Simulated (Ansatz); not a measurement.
**AsH+ (doublet): the correlation ladder, cc-pVQZ**

Aim: climb from Hartree-Fock through coupled cluster and multireference methods for AsH+ (doublet) at one geometry and basis, and see what each rung misses.

Program: Ansatz 0.2.0, Gaussian basis. Level of theory: cc-pVQZ, correlated electrons: outside noble gas. These are calculated values, not measurements.

Plan: UHF; CCSD(T) on ROHF; CCSD(T) on UHF; BCCD(T) on ROHF; CCSDT(Q) on ROHF; CCSDT(Q) on UHF; CASSCF and MRCISD+Q, 5 electrons in 5 orbitals; CASSCF and NEVPT4(SD), 5 electrons in 5 orbitals; CASSCF and NEVPT2, 5 electrons in 5 orbitals.

## 1. What is computed

The geometry is a PBE0/def2-TZVP stationary point (not a proven minimum). No spin-orbit coupling is included. The filled d shell of As may be among the frozen orbitals whatever the setting's name suggests; the logs give the count.

2 atoms, charge 1, spin multiplicity 2.

Atoms are counted from 1 here; the program's logs count them from 0.

Bond lengths: As1–H2 1.535 Å.

In the tables R marks a restricted open-shell determinant and U an unrestricted one; 'valence' is the active space of 5 electrons in 5 orbitals; correlation energies count from the lowest restricted Hartree-Fock solution.

## 2. UHF

File in.yaml:

```yaml
crystal:
  periodic: [false, false, false]
  atoms:
    - {symbol: As, position_ang: [0.000000, 0.000000, 0.000000]}
    - {symbol: H, position_ang: [0.000000, 0.000000, 1.534800]}
basis:
  gaussian: {orbitals: cc-pVQZ}
total_charge: 1
magnetization: {spin_polarized: true, initial_magnetization: 1}
hamiltonian: {xc: hf}
output: {orbitals: {seedname: orbitals}}
```

On the command line:

```console
$ ansatz run in.yaml --threads 1 --pin off --events-out ev --progress --plain --max-ram 2816MiB --backend cpu
```

Further steps of the session: CCSD(T) on ROHF; CCSD(T) on UHF; BCCD(T) on ROHF; CCSDT(Q) on ROHF; CCSDT(Q) on UHF; CASSCF and MRCISD+Q, 5 electrons in 5 orbitals; CASSCF and NEVPT4(SD), 5 electrons in 5 orbitals; CASSCF and NEVPT2, 5 electrons in 5 orbitals.

Q: Predict the results of all the runs planned. Wanted: correlation energy, UCCSDT(Q); RMP2 from UCCSDT(Q); UMP2 from UCCSDT(Q); RCCSD from UCCSDT(Q); RCCSD(T) from UCCSDT(Q); UCCSD(T) from UCCSDT(Q); RCCSDT(Q) from UCCSDT(Q); NEVPT2 valence from UCCSDT(Q); NEVPT4(SD) valence from UCCSDT(Q).

**Answer**, as computed:

| quantity | value |
| --- | --- |
| correlation energy, UCCSDT(Q) | -3.1415 eV |
| RMP2 from UCCSDT(Q) | +61.5 kJ/mol |
| UMP2 from UCCSDT(Q) | +62.8 kJ/mol |
| RCCSD from UCCSDT(Q) | +9.7 kJ/mol |
| RCCSD(T) from UCCSDT(Q) | +2.0 kJ/mol |
| UCCSD(T) from UCCSDT(Q) | +1.6 kJ/mol |
| RCCSDT(Q) from UCCSDT(Q) | +0.4 kJ/mol |
| NEVPT2 valence from UCCSDT(Q) | +48.7 kJ/mol |
| NEVPT4(SD) valence from UCCSDT(Q) | +7.3 kJ/mol |
| MRCISD+Q valence from UCCSDT(Q) | +0.8 kJ/mol |
| levels of the table within 1 kcal/mol (43 meV) | RCCSD(T), UCCSD(T), BCCD(T), RCCSDT, UCCSDT, RCCSDT(Q), MRCISD+Q valence |
| T1 diagnostic | 0.019 |
| effectively unpaired electrons | 1.03 |

What this shows: RCCSD(T) lands +2.0 kJ/mol from the yardstick (0.7 % of the correlation energy). One determinant dominates. Of the multireference levels listed MRCISD+Q valence comes nearest in total energy (+0.8 kJ/mol), which doesn't show that its space is the better one. These misses are within one basis, not against nature; the frozen cores of restricted and unrestricted runs differ, which can shift their rows.
